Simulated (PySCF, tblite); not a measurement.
# C₉H₈N₂Si: excited states, part 2 of 2

tblite 0.8.0 and PySCF 2.14.0. Atoms count from 0. Earlier steps stand in the parts before.

### 7 Excited states: TDA wB97X-D/6-31+G*

The job: settings as JSON, then the geometry in Å.

```
{"job": {"kind": "states", "xc": "wB97X-D", "basis": "6-31+G*", "tda": true, "soc": true, "nstates": 20, "ntriplets": 4, "nquad": 4, "scf": {"conv": 1e-06}}, "charge": 0, "multiplicity": 1}
N     -0.068771     4.375953     0.280900
C     -0.215398     3.239377     0.197411
C     -0.395280     1.858313     0.095186
C     -1.610477     1.164027    -0.028962
C     -1.350780    -0.192833    -0.101053
Si    -2.566921    -1.603158    -0.272257
N      0.006657    -0.346387    -0.021900
C      0.739866    -1.485982    -0.049415
C      2.095584    -1.430219     0.042931
C      2.751548    -0.185641     0.167535
C      2.017525     0.966557     0.195289
C      0.621633     0.890938     0.099108
H     -2.584199     1.613472    -0.063841
H     -2.428179    -2.510666     0.873043
H     -3.903267    -1.021884    -0.318781
H     -2.277246    -2.352195    -1.501112
H      0.190795    -2.409544    -0.146127
H      2.669971    -2.341718     0.020252
H      3.826651    -0.156589     0.239706
H      2.475143     1.938859     0.289052
```

Method: TDA wB97X-D/6-31+G* excited states, vertical, gas phase, spin-orbit mean-field couplings.

The log of the run:

```text
final grid: 177760 points
cycle   1  E = -746.4535799269  dE =  2.963e+00  |g| = 5.881e-01  |ddm| = 5.103e+01
cycle   2  E = -746.3938484467  dE =  5.973e-02  |g| = 8.536e-01  |ddm| = 7.188e+00
cycle   3  E = -746.5544846136  dE = -1.606e-01  |g| = 7.872e-02  |ddm| = 2.390e+00
cycle   4  E = -746.5553514230  dE = -8.668e-04  |g| = 6.739e-02  |ddm| = 8.837e-01
cycle   5  E = -746.5564415170  dE = -1.090e-03  |g| = 1.468e-02  |ddm| = 2.617e-01
cycle   6  E = -746.5564974263  dE = -5.591e-05  |g| = 3.774e-03  |ddm| = 1.048e-01
cycle   7  E = -746.5565035315  dE = -6.105e-06  |g| = 1.683e-03  |ddm| = 4.678e-02
cycle   8  E = -746.5565050844  dE = -1.553e-06  |g| = 6.234e-04  |ddm| = 1.835e-02
cycle   9  E = -746.5565054414  dE = -3.570e-07  |g| = 2.604e-04  |ddm| = 8.826e-03
converged SCF energy = -746.5565054414

Singlet excitations
state   eV       nm        f     d(h-e)  d(exc)  Lambda  PR(NTO)  |dmu|/D   mu/D   main configurations
  1   4.2463   292.0   0.11481   1.476   3.523   0.719   1.118    3.885    4.551   H->L 0.85
  2   4.8316   256.6   0.11694   0.411   3.339   0.728   1.734    0.896    5.476   H->L+1 0.59, H-1->L 0.28
  3   5.6455   219.6   0.00016   1.108   4.410   0.240   1.040    4.034    3.869   H->L+2 0.72, H->L+3 0.11
  4   5.8543   211.8   0.16409   0.490   3.597   0.650   1.572    1.403    7.634   H->L+5 0.65, H-1->L 0.11
  5   6.0410   205.2   0.00009   0.606   3.798   0.285   1.117                     H->L+4 0.19, H->L+11 0.19, H->L+13 0.17
  6   6.1748   200.8   0.87961   0.794   3.456   0.671   2.199                     H-1->L 0.47, H->L+1 0.20, H->L+5 0.14
  7   6.3563   195.1   0.00353   1.488   4.609   0.259   1.204                     H->L+4 0.48, H->L+13 0.15, H->L+11 0.11
  8   6.3992   193.7   0.00472   0.603   4.676   0.246   1.107                     H->L+6 0.49, H->L+7 0.16, H->L+3 0.08
  9   6.5666   188.8   0.45953   0.786   3.318   0.733   1.882                     H-1->L+1 0.63, H-2->L 0.14
 10   6.5879   188.2   0.01030   2.203   4.753   0.268   1.134                     H->L+7 0.26, H->L+3 0.19, H->L+9 0.10
 11   6.7905   182.6   0.00031   2.463   5.455   0.243   1.111                     H->L+3 0.42, H->L+9 0.22, H->L+6 0.12
 12   6.8550   180.9   0.09486   1.132   4.643   0.316   1.094                     H->L+8 0.63, H->L+12 0.13, H->L+15 0.10
 13   6.9611   178.1   0.01789   0.732   4.569   0.245   2.046                     H-1->L+2 0.47, H->L+6 0.11, H->L+10 0.10
 14   7.0335   176.3   0.00004   0.767   4.587   0.284   1.359                     H->L+14 0.22, H->L+10 0.15, H->L+11 0.14
 15   7.1680   173.0   0.00323   0.858   4.760   0.258   2.381                     H->L+10 0.28, H-1->L+2 0.13, H->L+9 0.11
 16   7.1755   172.8   0.00047   1.353   3.800   0.299   1.573                     H-3->L 0.46, H-3->L+5 0.18, H-3->L+1 0.09
 17   7.2653   170.7   0.00003   0.936   5.079   0.279   1.181                     H->L+9 0.23, H->L+14 0.20, H->L+10 0.20
 18   7.2890   170.1   0.29017   0.375   3.612   0.634   3.077                     H-2->L 0.32, H-1->L+5 0.13, H-1->L+1 0.10
 19   7.3385   169.0   0.06512   1.487   4.400   0.425   1.748                     H->L+12 0.59, H-1->L+5 0.10
 20   7.4739   165.9   0.06618   0.168   3.794   0.657   2.651                     H-1->L+5 0.42, H-2->L 0.35, H->L+12 0.09

Triplet excitations (Tamm-Dancoff)
state   eV     d(h-e)  d(exc)  Lambda  PR(NTO)   main configurations
  1   2.9869   0.668   3.167   0.713   1.083   H->L 0.91
  2   3.8207   0.623   3.183   0.744   1.155   H->L+1 0.90
  3   4.4730   0.467   3.050   0.686   1.250   H-1->L 0.73, H->L+5 0.08
  4   4.6428   0.275   3.139   0.663   2.004   H->L+5 0.55, H-1->L 0.17, H-1->L+1 0.14
S1 - T1 = 1.2595 eV

Spin-orbit couplings |<S|Hso|T>| (cm-1)
             T1       T2       T3       T4
S0        0.047    0.005    0.031    0.066
S1        0.021    0.068    0.007    0.005
S2        0.058    0.015    0.011    0.015
S3        0.471    2.483    0.477    1.530
S4        0.015    0.027    0.037    0.014
S5        1.784    3.434    2.343    8.506
S6        0.052    0.029    0.016    0.058
S7        3.440    3.551    0.770    3.498
S8        1.503    1.846    0.619    2.213
S9        0.015    0.043    0.055    0.020
S10       2.925    5.837    1.330    1.456
S11       1.125    4.111    1.625    2.676
S12       0.011    0.019    0.014    0.004
S13       0.346    1.410    0.395    0.751
S14       1.955    3.679    1.233    1.587
S15       1.750    3.040    0.530    1.300
S16       5.298    4.674    0.827    7.363
S17       2.254    1.298    1.098    1.988
S18       0.007    0.021    0.034    0.026
S19       0.025    0.028    0.032    0.032
S20       0.007    0.007    0.021    0.029
T1 sublevels (cm-1): 0.000 0.002 0.002   radiative rates (1/s): 6.42e-05 0.00337 0.00295
```

Wall time 1.7 min (1 thread of Arm Neoverse V2, shared host); peak memory 1.4 GiB.

From this job:

| quantity | value |
| --- | --- |
| S1 less T1 | 1.26 eV |

### 8 Excited states: TDA wB97X/aug-pcseg-0

The job, as its differences from that of step 7:

```diff
@@ -1,2 +1,2 @@
-{"job": {"kind": "states", "xc": "wB97X-D", "basis": "6-31+G*", "tda": true, "soc": true, "nstates": 20, "ntriplets": 4, "nquad": 4, "scf": {"conv": 1e-06}}, "charge": 0, "multiplicity": 1}
+{"job": {"kind": "states", "xc": "wB97X", "basis": "aug-pcseg-0", "tda": true, "soc": true, "nstates": 6, "ntriplets": 4, "nquad": 4, "scf": {"guess": "huckel"}}, "charge": 0, "multiplicity": 1}
 N     -0.068771     4.375953     0.280900
```

With the program's defaults for keys left out, this is: TDA wB97X/aug-pcseg-0 excited states, vertical, gas phase, spin-orbit mean-field couplings.

The log of the run:

```text
final grid: 177760 points
cycle   1  E = -739.6882013186  dE =  8.809e-01  |g| = 3.526e+00  |ddm| = 5.431e+02
cycle   2  E = -685.7777721845  dE =  5.391e+01  |g| = 1.047e+01  |ddm| = 3.028e+04
cycle   3  E = -743.1952626440  dE = -5.742e+01  |g| = 2.930e+00  |ddm| = 3.023e+04
cycle   4  E = -744.8641074322  dE = -1.669e+00  |g| = 8.888e-01  |ddm| = 8.157e+01
cycle   5  E = -745.0657320086  dE = -2.016e-01  |g| = 4.677e-01  |ddm| = 3.858e+01
cycle   6  E = -745.1196999830  dE = -5.397e-02  |g| = 1.501e-01  |ddm| = 1.131e+01
cycle   7  E = -745.1265280749  dE = -6.828e-03  |g| = 5.777e-02  |ddm| = 1.395e+01
cycle   8  E = -745.1275120499  dE = -9.840e-04  |g| = 1.760e-02  |ddm| = 2.533e+00
cycle   9  E = -745.1276116973  dE = -9.965e-05  |g| = 6.979e-03  |ddm| = 6.056e-01
cycle  10  E = -745.1276521090  dE = -4.041e-05  |g| = 1.846e-03  |ddm| = 5.889e-01
cycle  11  E = -745.1276553880  dE = -3.279e-06  |g| = 1.001e-03  |ddm| = 1.048e-01
cycle  12  E = -745.1276559881  dE = -6.001e-07  |g| = 3.300e-04  |ddm| = 4.992e-02
cycle  13  E = -745.1276561225  dE = -1.343e-07  |g| = 1.359e-04  |ddm| = 2.311e-02
cycle  14  E = -745.1276561393  dE = -1.684e-08  |g| = 5.052e-05  |ddm| = 1.290e-02
cycle  15  E = -745.1276561409  dE = -1.603e-09  |g| = 1.999e-05  |ddm| = 7.270e-03
cycle  16  E = -745.1276561412  dE = -2.647e-10  |g| = 6.730e-06  |ddm| = 2.326e-03
converged SCF energy = -745.1276561412

Singlet excitations
state   eV       nm        f     d(h-e)  d(exc)  Lambda  PR(NTO)  |dmu|/D   mu/D   main configurations
  1   4.5088   275.0   0.15153   1.372   3.469   0.731   1.133    3.866    4.973   H->L 0.86
  2   5.0649   244.8   0.13282   0.297   3.287   0.732   1.722    0.541    5.942   H->L+2 0.61, H-1->L 0.27
  3   6.0997   203.3   0.00024   1.007   4.530   0.194   1.059    3.702    2.848   H->L+1 0.53, H->L+4 0.13, H->L+13 0.10
  4   6.2249   199.2   0.22590   0.514   3.475   0.606   1.741    1.612    7.922   H->L+7 0.48, H-1->L 0.20, H->L+2 0.11
  5   6.3886   194.1   0.00035   1.166   3.481   0.299   1.085                     H->L+14 0.50
  6   6.5305   189.9   0.90317   0.600   3.434   0.634   2.244                     H-1->L 0.39, H->L+7 0.19, H->L+2 0.16

Triplet excitations (Tamm-Dancoff)
state   eV     d(h-e)  d(exc)  Lambda  PR(NTO)   main configurations
  1   3.0707   0.591   3.105   0.725   1.112   H->L 0.89
  2   3.9495   0.562   3.106   0.743   1.210   H->L+2 0.87
  3   4.7107   0.310   2.984   0.669   1.384   H-1->L 0.60, H->L+7 0.12, H-1->L+2 0.09
  4   4.8946   0.145   3.086   0.638   2.182   H->L+7 0.36, H-1->L 0.28, H-1->L+2 0.17
S1 - T1 = 1.4381 eV

Spin-orbit couplings |<S|Hso|T>| (cm-1)
             T1       T2       T3       T4
S0        0.354    0.107    0.358    0.483
S1        0.039    0.101    0.051    0.109
S2        0.052    0.062    0.033    0.095
S3       13.359   17.188   11.955   15.336
S4        0.168    0.210    0.066    0.139
S5        5.391    5.523    4.786    4.883
S6        0.042    0.080    0.034    0.072
T1 sublevels (cm-1): 0.000 0.008 0.008   radiative rates (1/s): 0.0301 0.000144 0.00406
```

Run time: 66 s. Hardware: 1 thread of Arm Neoverse V2, shared host; peak memory 1.1 GiB.

Key values:

| quantity | value |
| --- | --- |
| S1 less T1 | 1.44 eV |

### 9 Excited states: TDA wB97X-D/def2-SVP

The job, as its differences from that of step 8:

```diff
@@ -1,2 +1,2 @@
-{"job": {"kind": "states", "xc": "wB97X", "basis": "aug-pcseg-0", "tda": true, "soc": true, "nstates": 6, "ntriplets": 4, "nquad": 4, "scf": {"guess": "huckel"}}, "charge": 0, "multiplicity": 1}
+{"job": {"kind": "states", "xc": "wB97X-D", "basis": "def2-SVP", "tda": true, "soc": true, "nstates": 6, "ntriplets": 4, "nquad": 4, "frozen_core": false}, "charge": 0, "multiplicity": 1}
 N     -0.068771     4.375953     0.280900
```

Method: TDA wB97X-D/def2-SVP excited states, vertical, gas phase, spin-orbit mean-field couplings.

The log of the run:

```text
coarse grid: 18488 points
cycle   1  E = -745.9384873056  dE =  2.846e+00  |g| = 5.960e-01  |ddm| = 5.504e+00
cycle   2  E = -745.8791697257  dE =  5.932e-02  |g| = 8.544e-01  |ddm| = 1.467e+00
cycle   3  E = -746.0411228538  dE = -1.620e-01  |g| = 7.616e-02  |ddm| = 7.620e-01
cycle   4  E = -746.0419299967  dE = -8.071e-04  |g| = 6.553e-02  |ddm| = 1.765e-01
cycle   5  E = -746.0429734653  dE = -1.043e-03  |g| = 1.396e-02  |ddm| = 8.013e-02
cycle   6  E = -746.0430232641  dE = -4.980e-05  |g| = 3.717e-03  |ddm| = 1.976e-02
cycle   7  E = -746.0430288315  dE = -5.567e-06  |g| = 1.578e-03  |ddm| = 7.276e-03
final grid: 177760 points
cycle   8  E = -746.1494906286  dE = -1.038e-04  |g| = 7.430e-03  |ddm| = 6.855e-02
cycle   9  E = -746.1494835448  dE =  7.084e-06  |g| = 9.831e-03  |ddm| = 1.602e-02
cycle  10  E = -746.1495032835  dE = -1.974e-05  |g| = 1.115e-03  |ddm| = 8.301e-03
cycle  11  E = -746.1495035312  dE = -2.478e-07  |g| = 7.003e-04  |ddm| = 1.740e-03
cycle  12  E = -746.1495036661  dE = -1.349e-07  |g| = 1.896e-04  |ddm| = 9.603e-04
cycle  13  E = -746.1495036800  dE = -1.390e-08  |g| = 6.256e-05  |ddm| = 3.184e-04
cycle  14  E = -746.1495036849  dE = -4.918e-09  |g| = 2.718e-05  |ddm| = 2.311e-04
cycle  15  E = -746.1495036857  dE = -7.485e-10  |g| = 1.149e-05  |ddm| = 9.534e-05
converged SCF energy = -746.1495036857

Singlet excitations
state   eV       nm        f     d(h-e)  d(exc)  Lambda  PR(NTO)  |dmu|/D   mu/D   main configurations
  1   4.2974   288.5   0.10142   1.493   3.451   0.732   1.124    3.797    4.304   H->L 0.83, H->L+1 0.09
  2   4.8884   253.6   0.11096   0.401   3.274   0.739   1.740    0.790    5.146   H->L+1 0.57, H-1->L 0.29, H->L 0.09
  3   6.0073   206.4   0.12548   0.399   3.521   0.699   1.652    0.960    6.816   H->L+2 0.66, H-1->L 0.11, H-1->L+1 0.11
  4   6.2244   199.2   0.00028   0.685   3.543   0.347   1.118    2.418    7.844   H->L+3 0.49, H->L+5 0.26, H->L+4 0.14
  5   6.3017   196.7   0.90812   0.821   3.383   0.706   2.201                     H-1->L 0.46, H->L+1 0.22, H->L+2 0.15
  6   6.6762   185.7   0.00032   1.569   3.845   0.349   1.258                     H->L+3 0.42, H->L+5 0.40

Triplet excitations (Tamm-Dancoff)
state   eV     d(h-e)  d(exc)  Lambda  PR(NTO)   main configurations
  1   2.9909   0.667   3.117   0.728   1.086   H->L 0.91
  2   3.8282   0.612   3.134   0.762   1.157   H->L+1 0.91
  3   4.5013   0.482   3.000   0.705   1.233   H-1->L 0.73
  4   4.6835   0.227   3.074   0.705   2.072   H->L+2 0.55, H-1->L 0.17, H-1->L+1 0.16
S1 - T1 = 1.3065 eV

Spin-orbit couplings |<S|Hso|T>| (cm-1)
             T1       T2       T3       T4
S0        0.066    0.002    0.013    0.049
S1        0.024    0.071    0.008    0.006
S2        0.060    0.017    0.013    0.015
S3        0.012    0.030    0.044    0.020
S4        3.062    2.832    2.518    8.446
S5        0.057    0.024    0.021    0.071
S6        2.495    3.825    1.131    2.072
T1 sublevels (cm-1): 0.000 0.001 0.001   radiative rates (1/s): 0.000592 5.57e-05 0.00322
```

Run time: 84 s. Hardware: 1 thread of Arm Neoverse V2, shared host; peak memory 1.1 GiB.

In short:

| quantity | value |
| --- | --- |
| S1 less T1 | 1.31 eV |

### 10 Summary of results

The summary covers parts 1 to 2.

| quantity | value |
| --- | --- |
| strongest single infrared mode (GFN2-xTB) | 2364 cm⁻¹, 460 km/mol |
| zero-point energy (GFN2-xTB) | 86.9 kcal/mol |
| S1 less T1 (step 4, TDA wB97X-D/def2-SVP) | 1.31 eV |
| potential on the surface of density 0.002 e/bohr³, 1st and 99th percentile | -2.01 V and 1.54 V |
| S1 less T1 (step 6, TDA HF/def2-SVP) | 2.16 eV |
| S1 less T1 (step 7, TDA wB97X-D/6-31+G*) | 1.26 eV |
| S1 less T1 (step 8, TDA wB97X/aug-pcseg-0) | 1.44 eV |
| S1 less T1 (step 9, TDA wB97X-D/def2-SVP) | 1.31 eV |
| runs | 0 failed, 1 ended on unsound input |

What this shows: No mode is imaginary among the 54: a minimum at this level. The strongest single mode, at 2364 cm⁻¹, moves mainly C1 and N0. Unscaled tight-binding wavenumbers are off by several per cent, some by more. Its intensities can rank the bands wrongly. In steps 4, 9, the number of triplets below S1 is 2, and the largest singlet-triplet spin-orbit coupling is S4–T4, 8.45 cm⁻¹. In step 6, the number of triplets below S1 is at least 4, and the largest singlet-triplet spin-orbit coupling is S3–T4, 5.46 cm⁻¹. In step 7, the number of triplets below S1 is 2, and the largest singlet-triplet spin-orbit coupling is S5–T4, 8.51 cm⁻¹. In step 8, the number of triplets below S1 is 2, and the largest singlet-triplet spin-orbit coupling is S3–T2, 17.19 cm⁻¹.
